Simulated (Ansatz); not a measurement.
Crystal: InSb3.

```
Sb In
1.0
     4.80637    0.00000    0.00000
     0.00000    4.80637    0.00000
     0.00000    0.00000    4.80637
Sb In
3 1
Direct
  0.50000 0.50000 0.00000
  0.00000 0.50000 0.50000
  0.50000 0.00000 0.50000
  0.00000 0.00000 0.00000
```

The cell comes from a database or a generator and needn't be the stable form of this composition.

- Program: Ansatz 0.2.0
- Task: relaxation of cell and atoms
- Functional: PBEsol
- Potentials or basis: Ansatz PAW
- Cutoff: 420 eV (not typed: the program's choice for these potentials)
- k mesh: 6 × 6 × 6
- Occupations: fermi-dirac, width 0.05 eV
- Spin: no spin polarisation

At the start: volume 27.76 Å³/atom.

Where does the relaxation end?

It ends after 5 steps and the volume is 26.39 Å³/atom (-4.9 %); space group Pm-3m (No. 221, to 0.05 Å).

Step by step:
```
step  energy change (eV)  largest force (eV/Å)  volume (Å³)
   1              0.0000                0.0000       111.03
   2             -0.0423                0.0000       103.50
   3             -0.0494                0.0000       105.75
   4             -0.0495                0.0000       105.56
   5             -0.0480                0.0000       105.56
```

Final structure:
```xyz
4
Lattice="4.7261 0.0000 0.0000 0.0000 4.7261 0.0000 0.0000 0.0000 4.7261" Properties=species:S:1:pos:R:3 pbc="T T T"
Sb    2.3631    2.3631    0.0000
Sb    0.0000    2.3631    2.3631
Sb    2.3631    0.0000    2.3631
In    0.0000    0.0000    0.0000
```

Caveat: the plane-wave basis is chosen anew once the cell has moved, so the energies of steps on either side of that aren't comparable; the PAW data sets come from PBE, with cores solved anew for the run's functional, which leaves a small shift of forces and pressure.
